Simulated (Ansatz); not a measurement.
# CdCu2GeSe4: the cost of one run

Method: DFT PBEsol, scalar-relativistic, plane waves, PAW, in Ansatz 0.2.0.

1 further run of the same task is left out (set aside as unsound or not needed). Runs told in other sessions of the task aren't counted.

## (1) The structure to begin with

The structure is tetragonal, space group I-42m (No. 121). Conventional cell: a = 5.730 Å, b = 5.730 Å, c = 11.023 Å, α = 90.00°, β = 90.00°, γ = 90.00°. Cd (site symmetry -42m) is surrounded by 4 Se at 2.64 Å. Around Cu (site symmetry -4) lie 4 Se at 2.38 Å. Around Ge (site symmetry -42m) lie 4 Se at 2.42 Å. Se (site symmetry m) is surrounded by 2 Cu at 2.38 Å and 1 Ge at 2.42 Å and 1 Cd at 2.64 Å.

Coordinates:

```
Cd Cu Ge Se
1.0
    -2.86509    2.86509    5.51126
     2.86509   -2.86509    5.51126
     2.86509    2.86509   -5.51126
Cd Cu Ge Se
1 2 1 4
Cartesian
  0.0000 0.0000 0.0000
  2.8651 0.0000 2.7556
  0.0000 2.8651 2.7556
  0.0000 0.0000 5.5113
  1.5311 1.5311 1.5102
  -1.3340 1.3340 4.0010
  1.3340 1.3340 7.0215
  1.3340 -1.3340 4.0010
```

This cell was relaxed beforehand with the same method: volume 22.62 Å³/atom, gap on the mesh none (metal).

## (2) Volume × 0.97

The input, input.yaml:

```yaml
crystal:
  lattice:
    - [-2.8361484044, 2.8361484044, 5.455588562]
    - [2.8361484044, -2.8361484044, 5.455588562]
    - [2.8361484044, 2.8361484044, -5.455588562]
  atoms:
    - { symbol: Cd, position: [0.0, 0.0, 0.0] }
    - { symbol: Cu, position: [0.25, 0.75, 0.5] }
    - { symbol: Cu, position: [0.75, 0.25, 0.5] }
    - { symbol: Ge, position: [0.5, 0.5, 0.0] }
    - { symbol: Se, position: [0.4042109093, 0.4042109093, 0.5343978221] }
    - { symbol: Se, position: [0.5957890907, 0.1301869127, 0.0] }
    - { symbol: Se, position: [0.8698130873, 0.8698130873, 0.4656021779] }
    - { symbol: Se, position: [0.1301869127, 0.5957890907, 0.0] }
basis:
  ecutwfc: 420
kpoints:
  mp_grid: { grid: [10, 10, 10] }
hamiltonian:
  xc: pbesol
scf:
  occupations: { method: gaussian, width: 0.1 }
output:
  forces: true
  stress: true
  eigenvalues: true
relax:
  adjacent_minimum: "off"
  f_tol: 0.01
  max_steps: 30
  cell: { stress_tol: 0.1, fix: [volume] }
```

Command:

```console
$ ansatz run input.yaml --threads 2 --pin off --max-ram 5120MiB --backend cpu --events-out ev --progress --plain --runs-dir out
```

Q: Estimate wall time and peak memory on 2 threads of Intel Xeon 6975P-C (Granite Rapids), shared host.

About 2.2 min, with a peak of 1.3 GiB.
